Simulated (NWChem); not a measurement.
# wB97X/def2-TZVP run of BHO2 (SMILES O=BO)

What is the electronic atomisation energy of BHO2 at wB97X/def2-TZVP? 

The calculation is run with NWChem 7.3.0.

### Step 1. The molecule

BHO2 has 4 atoms, charge 0, and is taken as a singlet. SMILES: `O=BO`. The shape is that of a PBE0-D4/def2-TZVP optimisation.

Bond lengths: O1–B2 1.210 Å, B2–O3 1.322 Å, O3–H4 0.960 Å. Angles: O1–B2–O3 177.5°, B2–O3–H4 117.0°.

### Step 2. A single-point energy at wB97X/def2-TZVP (run 1)

Input file bho2.nw:

```
start bho2
memory stack 880 mb heap 220 mb global 1100 mb
charge 0
geometry noautosym nocenter noautoz
  O    -1.555100    0.523500    0.428500
  B    -0.423900    0.132000    0.248600
  O     0.816700   -0.302000    0.108600
  H     1.162300   -0.353500   -0.785700
end
basis spherical bse
  * library def2-TZVP
end
dft
  xc wb97x
  grid fine
  convergence energy 1e-08
  maxiter 100
  mulliken
  print low
end
task dft energy
```

The run is started by

```sh
nwchem bho2.nw > bho2.out
```

Output:

```text
[...]
 d= 0,ls=0.0,diis     1   -175.8886309015 -2.30D+02  8.88D-03  1.12D+00     5.7
[...]
 d= 0,ls=0.0,diis    10   -176.0127263336 -7.67D-09  5.94D-07  6.67D-09    57.2
         Total DFT energy =     -176.012726333583
      One electron energy =     -347.854317856655
           Coulomb energy =      139.469777808150
    Exchange-Corr. energy =      -21.633766772229
 Nuclear repulsion energy =       54.005580487150
[...]
      Total Density - Mulliken Population Analysis
     ---------------------------------------------
    Atom       Charge   Shell Charges
 -----------   ------   -------------------------------------------------------
    1 O    8     8.27   0.79  1.18  0.61  0.83  0.38  1.88  1.74  0.84  0.00  0.01  0.00
    2 B    5     4.68   0.92  1.05  0.57  0.06  0.02  1.04  0.65  0.10  0.11  0.12  0.05
    3 O    8     8.42   0.79  1.18  0.58  0.87  0.33  1.94  1.90  0.82  0.00  0.01  0.00
    4 H    1     0.63   0.25  0.31  0.02  0.05
[...]
```

Run time: 58 s. Hardware: 1 thread of Intel Xeon Platinum 8488C (Sapphire Rapids), shared host; peak memory 0.11 GiB.

### Step 3. The B atom (run 2)

Input file b.nw:

```
start b
memory stack 880 mb heap 220 mb global 1100 mb
geometry units atomic noautosym nocenter noautoz
   B   0.00000000  0.00000000  0.00000000
end
basis spherical bse
   * library def2-TZVP
end
dft
   xc wb97x
   mult 2
   grid fine
   convergence energy 1e-08
   maxiter 100
   mulliken
   print low
end
task dft energy
```

Run the same way, it converges to -24.65154 Eh (log not shown).

Run 3 isn't shown in full; the table further down has it.

### Step 4. The O atom, same level (run 4)

Input file sp.nw:

```
start sp
title "O energy"
memory 2200 mb

geometry noautosym nocenter noautoz
   O        0.000000       0.000000       0.000000
end

basis "ao basis" spherical bse
   * library def2-TZVP
end

dft
   xc wb97x
   mult 3
   grid fine
   convergence energy 1e-08
   iterations 100
   mulliken
   noprint "final vectors analysis"
end

task dft
```

The run is started by

```sh
nwchem sp.nw > sp.out
```

Output:

```text
[...]
          Wavefunction type:  spin polarized.
          No. of atoms     :     1
          No. of electrons :     8
[...]
          Charge           :     0
          Spin multiplicity:     3
[...]
          AO basis - number of functions:    31
[...]
              XC Information
              --------------
                       wb97x  Method XC Functional
                     Hartree-Fock (Exact) Exchange  1.000
                         wb97x Exchange Functional  1.000
                      wb97x Correlation Functional  1.000
[...]
 d= 0,ls=0.0,diis     1    -75.0475013961 -7.50D+01  5.65D-03  1.37D-01     0.3
[...]
 d= 0,ls=0.0,diis     7    -75.0768829159 -4.71D-09  4.14D-07  1.21D-10     1.3
[...]
         Total DFT energy =      -75.076882915901
      One electron energy =     -103.233082086679
           Coulomb energy =       36.618893226385
    Exchange-Corr. energy =       -8.462694055607
 Nuclear repulsion energy =        0.000000000000
[...]
      Total Density - Mulliken Population Analysis
     ---------------------------------------------
    Atom       Charge   Shell Charges
 -----------   ------   -------------------------------------------------------
    1 O    8     8.00   0.80  1.17  0.65  0.97  0.40  1.72  1.56  0.71  0.00  0.00  0.00
     --------------------------------------------
      Spin Density - Mulliken Population Analysis
     --------------------------------------------
    Atom       Charge   Shell Charges
 -----------   ------   -------------------------------------------------------
    1 O    8     2.00   0.00 -0.00  0.04  0.03 -0.06  0.92  0.82  0.26  0.00  0.00  0.00
[...]
      <S2> =      2.0049 (Exact =     2.0000)
[...]
```

It took 1.9 s on 1 thread of Intel Xeon Platinum 8488C (Sapphire Rapids), shared host; peak memory 0.1 GiB.

### Step 5. All runs side by side

```
run              level  partner  energy (Eh)  wall time
  1    wB97X/def2-TZVP     base  -176.012726       58 s
  2  U-wB97X/def2-TZVP    atoms   -24.651539      1.9 s
  3  U-wB97X/def2-TZVP    atoms    -0.501393     0.83 s
  4  U-wB97X/def2-TZVP    atoms   -75.076883      1.9 s
```

### Step 6. Results

At wB97X/def2-TZVP:

| quantity | value |
| --- | --- |
| O atom: total energy | -75.07688 Eh |
| O atom: ⟨S²⟩ | 2.005 |
| electronic atomisation energy | 19.212 eV |

Taking the molecule apart into free atoms costs 19.21 eV (1854 kJ/mol), before zero-point energy and without spin-orbit coupling. All runs together took 63 s, the longest 58 s.
